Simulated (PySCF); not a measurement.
# CH5AsSi (SMILES C1[SiH2][AsH]1) at SVWN5/def2-SVP

What is the energy change on altering one bond length of CH5AsSi at SVWN5/def2-SVP? Input form: a Python script.

The calculation is run with PySCF 2.14.0.

1 further run of the same task is left out (set aside as unsound or not needed).

## (1) The system as given

CH5AsSi: 8 atoms, total charge 0, spin state singlet. SMILES: `C1[SiH2][AsH]1`. Geometry: relaxed at PBE0-D4/def2-TZVP.

Bond lengths: C1–Si2 1.843 Å, C1–As3 2.046 Å, Si2–As3 2.317 Å, C1–H4 1.084 Å, C1–H5 1.086 Å, Si2–H6 1.480 Å, Si2–H7 1.479 Å, As3–H8 1.526 Å. Some angles: C1–Si2–As3 57.6°, Si2–C1–As3 72.9°, C1–As3–Si2 49.5°, C1–Si2–H6 117.5°, C1–Si2–H7 118.2°, As3–Si2–H6 118.8°, As3–Si2–H7 119.8°, Si2–C1–H4 121.0°, Si2–C1–H5 118.1°, As3–C1–H4 114.8°.

## (2) A single-point energy at SVWN5/def2-SVP

job.py reads:

```python
# C1[SiH2][AsH]1
from pyscf import gto, dft

mol = gto.M(
    atom=[
    ('C', (-0.770300, 0.017900, -0.576000)),
    ('Si', (0.707800, 0.663100, 0.315700)),
    ('As', (-0.538100, -1.122700, 1.107200)),
    ('H', (-0.667200, -0.524000, -1.509300)),
    ('H', (-1.690700, 0.591800, -0.522300)),
    ('H', (0.581300, 1.973900, 0.990500)),
    ('H', (2.040800, 0.422300, -0.277100)),
    ('H', (0.428400, -2.079400, 0.415600)),
],
    charge=0,
    max_memory=1860,
    verbose=3,
    basis='def2-svp',
)

mf = dft.RKS(mol)
mf.xc = 'svwn'
mf.conv_tol = 1e-10
mf.grids.level = 5
mf.kernel()
if not mf.converged:
    mf = mf.newton().run(mf.mo_coeff, mf.mo_occ)

etot = mf.e_tot
print('E(%s) = %.9f' % ('SVWN5', etot))
```

Launch:

```sh
$ OMP_NUM_THREADS=1 python job.py
```

Output:

```text
converged SCF energy = -2561.22857608786
E(SVWN5) = -2561.228576088
```

It took 13 s on 1 thread of Intel Xeon at 2.70GHz, shared host; peak memory 0.3 GiB.

## (3) The distorted shape at the same level

run.py reads:

```python
from pyscf import gto, dft

mol = gto.Mole()
mol.atom = [
    ('C', (-1.836703, 0.210541, -0.101759)),
    ('Si', (-0.358603, 0.855741, 0.789941)),
    ('As', (-1.604503, -0.930059, 1.581441)),
    ('H', (-1.733603, -0.331359, -1.035059)),
    ('H', (-2.757103, 0.784441, -0.048059)),
    ('H', (-0.485103, 2.166541, 1.464741)),
    ('H', (2.040800, 0.422300, -0.277100)),
    ('H', (-0.638003, -1.886759, 0.889841)),
]
mol.basis = 'def2-svp'
mol.verbose = 3
mol.max_memory = 1860
mol.build()

ks = dft.RKS(mol, xc='svwn')
ks.grids.level = 5
ks.conv_tol = 1e-10
ks.kernel()
if not ks.converged:
    ks = ks.newton().run(ks.mo_coeff, ks.mo_occ)

etot = ks.e_tot
print('E = %.10f Eh' % etot)
```

Launch:

```sh
$ OMP_NUM_THREADS=1 python run.py
```

Output:

```text
converged SCF energy = -2561.11901515595
E = -2561.1190151559 Eh
```

It took 10 s on 1 thread of Intel Xeon at 2.70GHz, shared host; peak memory 0.3 GiB.

## (4) Summary of results

Level: SVWN5/def2-SVP.

```
                                                          quantity           value
                                         first shape: total energy  -2561.22858 Eh
                                        first shape: dipole moment          0.92 D
                                          first shape: HOMO energy        -5.99 eV
                                          first shape: LUMO energy        -1.07 eV
                                        first shape: HOMO–LUMO gap         4.91 eV
                                     distorted shape: total energy  -2561.11902 Eh
                                    distorted shape: dipole moment          1.34 D
                                      distorted shape: HOMO energy        -6.12 eV
                                      distorted shape: LUMO energy        -3.72 eV
                                    distorted shape: HOMO–LUMO gap         2.40 eV
energy change with the Si2–H7 bond stretched from 1.479 to 2.662 Å        2.981 eV
```

**Reading.** One bond (distorted shape) is far stretched, which a spin-restricted single reference describes badly; a broken-symmetry solution may lie lower. With the Si2–H7 bond stretched from 1.479 to 2.662 Å the energy rises by 2.98 eV (69 kcal/mol). The first shape isn't relaxed at this level, so the change isn't measured from a minimum. A restricted reference can't describe the breaking bond well at this length. Mulliken charges (first shape) run from -0.34 on C1 to +0.12 on Si2; they depend strongly on the basis.
